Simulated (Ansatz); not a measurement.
# ClH4Sn: the cost of one run

Method: UKS PBE0-D4/def2-SVP, in Ansatz 0.2.0.

## (1) The starting structure

Bond lengths: Sn1–H2 1.990 Å, Sn1–H3 1.740 Å, Sn1–H4 1.739 Å, Sn1–H5 1.739 Å. Angles: H2–Sn1–H3 109.4°, H2–Sn1–H4 109.5°, H2–Sn1–H5 109.5°, H3–Sn1–H4 109.5°, H3–Sn1–H5 109.5°, H4–Sn1–H5 109.5°.

As a file:

```xyz
6

Sn    0.0000    0.0000    0.0000
H     0.0000    0.0000    1.9900
H     1.6408    0.0000   -0.5794
H    -0.8195    1.4198   -0.5794
H    -0.8195   -1.4198   -0.5794
Cl    0.0000    0.0000    3.6600
```

## (2) Pulling towards end A

Springs on the bonds that form and break draw the guess towards this end; the thresholds are loose.

input.yaml

```yaml
crystal:
  periodic: [false, false, false]
  atoms:
    - { symbol: Sn, position_ang: [0.0, 0.0, 0.0] }
    - { symbol: H, position_ang: [0.0, 0.0, 1.99] }
    - { symbol: H, position_ang: [1.6408, 0.0, -0.5794] }
    - { symbol: H, position_ang: [-0.8195, 1.4198, -0.5794] }
    - { symbol: H, position_ang: [-0.8195, -1.4198, -0.5794] }
    - { symbol: Cl, position_ang: [0.0, 0.0, 3.66] }
magnetization:
  spin_polarized: true
  initial_magnetization: 1
basis:
  gaussian: { orbitals: def2-SVP }
hamiltonian:
  xc: pbe0
  dispersion: d4
relax:
  f_tol: 0.15
  max_steps: 25
  restrain:
    - { distance: [1, 5], at: 2.57, k: 30.0 }
    - { distance: [0, 1], at: 1.74, k: 30.0 }
```

Command:

```sh
ansatz run input.yaml --threads 2 --pin off --max-ram 3072MiB --backend cpu --events-out ev --progress --plain --runs-dir out
```

What time and memory should one allow on 2 threads of Intel Xeon Platinum 8488C (Sapphire Rapids), shared host?

About 20 s, with a peak of 0.2 GiB.
